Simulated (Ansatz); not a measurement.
# One shape, several levels: InN2H5 (SMILES [NH2][InH][NH2])

Wanted: a comparison of 6 runs (B2PLYP/def2-SVP, BHLYP/def2-SVP, BLYP/def2-SVP, SVWN5/def2-SVP, r2SCAN0/def2-SVP, RPA@PBE0/def2-SVP) of InN2H5. 

The results are computed with Ansatz 0.2.0.

53 further runs of the same task are left out: 53 set aside as unsound or not needed.

## (1) The system as given

InN2H5 has 8 atoms, charge 0, and is taken as a singlet. As SMILES, `[NH2][InH][NH2]`. The N1–In2 distance was set to 3.633 Å, away from the relaxed value. At this shape a bond of the SMILES string is far longer than usual.

Bond lengths: In2–N3 2.018 Å, N1–H4 1.008 Å, N1–H5 1.008 Å, In2–H6 1.703 Å, N3–H7 1.008 Å, N3–H8 1.008 Å. Angles: In2–N3–H7 119.7°, In2–N3–H8 119.3°, N3–In2–H6 123.6°, H7–N3–H8 109.6°, H4–N1–H5 109.6°.

## (2) The energy at B2PLYP/def2-SVP (core potential) (run 1)

molecule.yaml reads:

```yaml
crystal:
  periodic: [false, false, false]
  atoms:
    - {symbol: N, position_ang: [-1.943841, 1.092556, -2.392976]}
    - {symbol: In, position_ang: [0.248000, 0.564800, 0.455500]}
    - {symbol: "N", position_ang: [0.742700, -1.375200, 0.709600]}
    - {symbol: H, position_ang: [-2.456241, 0.311356, -2.772576]}
    - {symbol: H, position_ang: [-2.512341, 1.923756, -2.437776]}
    - {symbol: H, position_ang: [0.799000, 1.819200, 1.467500]}
    - {symbol: H, position_ang: [1.570900, -1.614700, 1.231800]}
    - {symbol: H, position_ang: [0.629500, -2.018100, -0.059000]}
basis:
  gaussian:
    orbitals: def2-SVP
output:
  orbitals: {seedname: orbitals}
correlation:
  frozen_orbitals: {H: 0, In: 4, "N": 1}
hamiltonian:
  xc: {name: B2PLYP}
accuracy: high
```

Command:

```console
ansatz run molecule.yaml --threads 1 --pin off --max-ram 3480MiB --events-out events.jsonl --progress --plain --runs-dir runs
```

Standard output:

```text
Warning: RAYON_NUM_THREADS=1 ignored (pool sized by the plan → 1); use --threads N
Functional definition: B2PLYP
  name "B2PLYP"
  parameter a = 0.53
  parameter c = 0.27
  exchange = (1 - a)*b88_x + a*exact_x
  correlation = (1 - c)*lyp_c + c*(mp2_os + mp2_ss)
1886 factors; integrals over basis functions are off by at most 5.2e-9 eV
mean field evaluation 1: about -8200.4500 eV, gradient 7.1e1 eV
mean field evaluation 2: about -8200.7266 eV, gradient 7.1e1 eV
mean field evaluation 4: about -8205.5011 eV, gradient 5.2e1 eV
mean field evaluation 8: about -8213.4154 eV, gradient 9.1e0 eV
mean field evaluation 16: about -8213.6919 eV, gradient 7.9e-3 eV
mean field evaluation 32: about -8161.1137 eV, gradient 8.7e1 eV
mean field -8213.69188943 eV, -301.8476094962 hartree, gradient 5.4e-8 eV, S^2 0.000000; 0 other end points of the search recorded, 0 dependent functions left out; unrestricted orbitals would lower it
6 core orbitals not correlated: weight in the atoms' cores, before any rotation towards them, 1.000 or more for the frozen orbitals, at most 0.000 for the correlated occupied ones
reference -8213.69191763 eV, -301.8476105324 hartree; 14, 14 occupied and 59, 59 virtual orbitals, 1886 factors
second order -16.86743133 eV of doubles, -0.00000000 eV of singles
Total energy: -8218.24612408 eV, -302.0149745328 hartree
```

It took 15 s on 1 thread of Intel Xeon Platinum 8259CL at 2.50GHz (Skylake/Cascade Lake), shared host; peak memory 0.32 GiB.

## (3) The energy at BHLYP/def2-SVP (core potential) (run 2)

input.yaml reads:

```yaml
crystal:
  periodic: [false, false, false]
  atoms:
    - {symbol: "N", position_ang: [-1.943841, 1.092556, -2.392976]}
    - {symbol: In, position_ang: [0.248000, 0.564800, 0.455500]}
    - {symbol: "N", position_ang: [0.742700, -1.375200, 0.709600]}
    - {symbol: H, position_ang: [-2.456241, 0.311356, -2.772576]}
    - {symbol: H, position_ang: [-2.512341, 1.923756, -2.437776]}
    - {symbol: H, position_ang: [0.799000, 1.819200, 1.467500]}
    - {symbol: H, position_ang: [1.570900, -1.614700, 1.231800]}
    - {symbol: H, position_ang: [0.629500, -2.018100, -0.059000]}
basis:
  gaussian:
    orbitals: def2-SVP
hamiltonian:
  xc: {name: BHLYP}
accuracy: high
output: {orbitals: {seedname: orbitals}}
```

Command:

```console
ansatz run input.yaml --threads 1 --pin off --max-ram 3480MiB --events-out events.jsonl --progress --plain --runs-dir runs
```

Standard output:

```text
Warning: RAYON_NUM_THREADS=1 ignored (pool sized by the plan → 1); use --threads N
Functional definition: BHLYP
  name "BHLYP"
  parameter a = 0.5
[... 1 set-up line as earlier in the session ...]
  correlation = lyp_c
1886 factors; integrals over basis functions are off by at most 5.2e-9 eV
mean field evaluation 1: about -8210.4268 eV, gradient 7.3e1 eV
mean field evaluation 2: about -8118.4828 eV, gradient 1.2e2 eV
mean field evaluation 4: about -8220.4075 eV, gradient 2.7e1 eV
mean field evaluation 8: about -8223.9979 eV, gradient 3.6e-1 eV
mean field evaluation 16: about -8224.2864 eV, gradient 1.3e-2 eV
mean field -8224.28639384 eV, -302.2369503520 hartree, gradient 8.1e-8 eV, S^2 0.000000; 0 other end points of the search recorded, 0 dependent functions left out
reference -8224.28642395 eV, -302.2369514588 hartree; 20, 20 occupied and 59, 59 virtual orbitals, 1886 factors
Total energy: -8224.28642395 eV, -302.2369514588 hartree
```

Run time: 8.7 s. Hardware: 1 thread of Intel Xeon Platinum 8259CL at 2.50GHz (Skylake/Cascade Lake), shared host; peak memory 0.27 GiB.

Runs 3 to 5 aren't shown in full; the table further down has their settings and results.

## (4) A single-point energy at RPA@PBE0/def2-SVP (core potential) (run 6)

run.yaml reads:

```yaml
crystal:
  periodic: [false, false, false]
  atoms:
    - {symbol: "N", position_ang: [-1.943841, 1.092556, -2.392976]}
    - {symbol: In, position_ang: [0.248000, 0.564800, 0.455500]}
    - {symbol: N, position_ang: [0.742700, -1.375200, 0.709600]}
    - {symbol: H, position_ang: [-2.456241, 0.311356, -2.772576]}
    - {symbol: H, position_ang: [-2.512341, 1.923756, -2.437776]}
    - {symbol: H, position_ang: [0.799000, 1.819200, 1.467500]}
    - {symbol: H, position_ang: [1.570900, -1.614700, 1.231800]}
    - {symbol: H, position_ang: [0.629500, -2.018100, -0.059000]}
basis:
  gaussian:
    orbitals: def2-SVP
hamiltonian:
  xc: {name: PBE0}
correlation:
  method: rpa
  frozen_orbitals: {H: 0, In: 4, "N": 1}
accuracy: high
```

Command:

```console
ansatz run run.yaml --threads 1 --pin off --max-ram 3480MiB --events-out events.jsonl --progress --plain --runs-dir runs
```

Standard output, cut to the lines that bear on the results:

```text
Warning: RAYON_NUM_THREADS=1 ignored (pool sized by the plan → 1); use --threads N
Functional definition: PBE0
  name "PBE0"
[...]
1886 factors; integrals over basis functions are off by at most 5.2e-9 eV
[...]
mean field -8225.17408688 eV, -302.2695724696 hartree, gradient 2.7e-8 eV, S^2 0.000000; 2 other end points of the search recorded, 0 dependent functions left out; unrestricted orbitals would lower it
unrestricted determinant -8186.19290767 eV, -300.8370405561 hartree, S^2 0.9982
6 core orbitals not correlated: weight in the atoms' cores, before any rotation towards them, 1.000 or more for the frozen orbitals, at most 0.000 for the correlated occupied ones
reference -8182.87571076 eV, -300.7151358181 hartree; 14, 14 occupied and 59, 59 virtual orbitals, 1886 factors
Total energy: -8201.97105424 eV, -301.4168767477 hartree
```

Wall time 22 s (1 thread of Intel Xeon Platinum 8259CL at 2.50GHz (Skylake/Cascade Lake), shared host); peak memory 0.39 GiB.

## (5) Overview of the runs

| run | level | frozen core orbitals | energy (Eh) | HOMO energy (eV) | LUMO energy (eV) | HOMO–LUMO gap (eV) | wall time |
| --- | --- | --- | --- | --- | --- | --- | --- |
| 1 | B2PLYP/def2-SVP (core potential) | 6 | -302.014975 | -5.52 | -2.05 | 3.48 | 15 s |
| 2 | BHLYP/def2-SVP (core potential) | – | -302.236951 | -5.62 | -2.34 | 3.29 | 8.7 s |
| 3 | BLYP/def2-SVP (core potential) | – | -302.336299 | -3.88 | -3.52 | 0.36 | 10 s |
| 4 | SVWN5/def2-SVP (core potential) | – | -301.165249 | -4.08 | -3.79 | 0.30 | 5.1 s |
| 5 | r2SCAN0/def2-SVP (core potential) | – | -302.349039 | -4.97 | -3.05 | 1.92 | 14 s |
| 6 | RPA@PBE0/def2-SVP (core potential) | 6 | -301.416877 | – | – | – | 22 s |

## (6) What came out

| quantity | value |
| --- | --- |
| run 6: total energy | -301.41688 Eh |
| run 6: RPA correlation energy (valence) | -701.7 mEh |

In words: Over runs 1, 2, 3, 4, 5 the HOMO–LUMO gap runs from 0.30 eV (SVWN5/def2-SVP) to 3.48 eV (B2PLYP/def2-SVP). A double hybrid's value is that of its SCF part. Totals of different functionals can't be ranked against each other. In runs 1, 6 the log says that unrestricted orbitals would lower the reference, so the values rest on an unstable closed-shell determinant (other closed-shell runs at this shape may share the fault). All runs together took 75 s, the longest 22 s.
